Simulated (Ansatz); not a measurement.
# AsH₃ (singlet): the correlation ladder, cc-pVDZ

An exercise on one series of results from a longer session: the logs are not shown, and one member is left open.

Method: cc-pVDZ, core rule «outside noble gas», up to 14 orbitals frozen; program: Ansatz 0.2.0, Gaussian basis.

To be run: UHF; CCSD(T) on RHF; BCCD(T) on RHF; CISD; CCSDT(Q) on RHF; CCSDTQ on RHF; CASSCF and MRCISD+Q, 8 electrons in 7 orbitals; CASSCF and NEVPT2, 8 electrons in 7 orbitals.

14 further runs of the same task are left out: 6 that didn't finish, 8 set aside as unsound or not needed.

## The system

The geometry is a PBE0/def2-TZVP stationary point (not a proven minimum). No spin-orbit coupling is included. The filled d shell of As may be among the frozen orbitals whatever the setting's name suggests; the logs give the count.

4 atoms, charge 0, spin multiplicity 1.

Atoms are counted from 1 here; the program's logs count them from 0.

Bond lengths: As1–H2 1.522 Å, As1–H3 1.522 Å, As1–H4 1.522 Å. Angles: H2–As1–H3 92.0°, H2–As1–H4 92.0°, H3–As1–H4 92.0°.

Coordinates:

```mol
AsH3
  3D, bonds by distance, orders not assigned

  4  3  0  0  0  0  0  0  0  0999 V2000
    0.0002    0.0000   -0.0329 As  0  0
    1.2593    0.0140    0.8215 H   0  0
   -0.6489    1.0868    0.8116 H   0  0
   -0.6239   -1.1021    0.8106 H   0  0
  1  2  8  0
  1  3  8  0
  1  4  8  0
M  END
```

The first run:

Contents of in.yaml:

```yaml
crystal:
  periodic: [false, false, false]
  atoms:
    - {symbol: As, position_ang: [0.000180, 0.000018, -0.032875]}
    - {symbol: H, position_ang: [1.259297, 0.013995, 0.821503]}
    - {symbol: H, position_ang: [-0.648855, 1.086822, 0.811601]}
    - {symbol: H, position_ang: [-0.623856, -1.102121, 0.810570]}
basis:
  gaussian: {orbitals: cc-pVDZ}
magnetization: {spin_polarized: true, initial_magnetization: 0}
hamiltonian: {xc: hf}
output: {orbitals: {seedname: orbitals}}
```

On the command line:

```bash
> ansatz run in.yaml --threads 1 --pin off --events-out ev --progress --plain --max-ram 2393MiB
```

Among the steps run: UHF; CCSD(T) on RHF; BCCD(T) on RHF; CISD; CCSDT(Q) on RHF; CCSDTQ on RHF; CASSCF and MRCISD+Q, 8 electrons in 7 orbitals; CASSCF and NEVPT2, 8 electrons in 7 orbitals.

One of the session's tables, all rows but one given; the rest of the session is left out.

| method | from RCCSDTQ (meV) |
| --- | --- |
| RHF | +4248.1 |
| RMP2 | +866.6 |
| CISD | +315.2 |
| RCCSD | +108.6 |
| RCCSD(T) | +19.5 |
| BCCD(T) | +19.2 |
| RCCSDT | +4.2 |
| RCCSDT(Q) | +0.5 |
| RCCSDTQ | 0 |
| CASSCF valence | +2841.9 |
| NEVPT2 valence | +701.8 |
| MRCISD valence | ? |
| MRCISD+Q valence | -4.1 |

Q: Estimate the row for MRCISD valence from the others.

The run gave: from RCCSDTQ (meV): +131.9. In the column «from RCCSDTQ (meV)» it lies between RCCSD (+108.6) and CISD (+315.2).

With the free atoms at the same levels and basis (separate runs), the atomisation energy is 8.694 eV at RCCSDTQ, 8.682 eV at RCCSD(T), 6.364 eV at RHF.
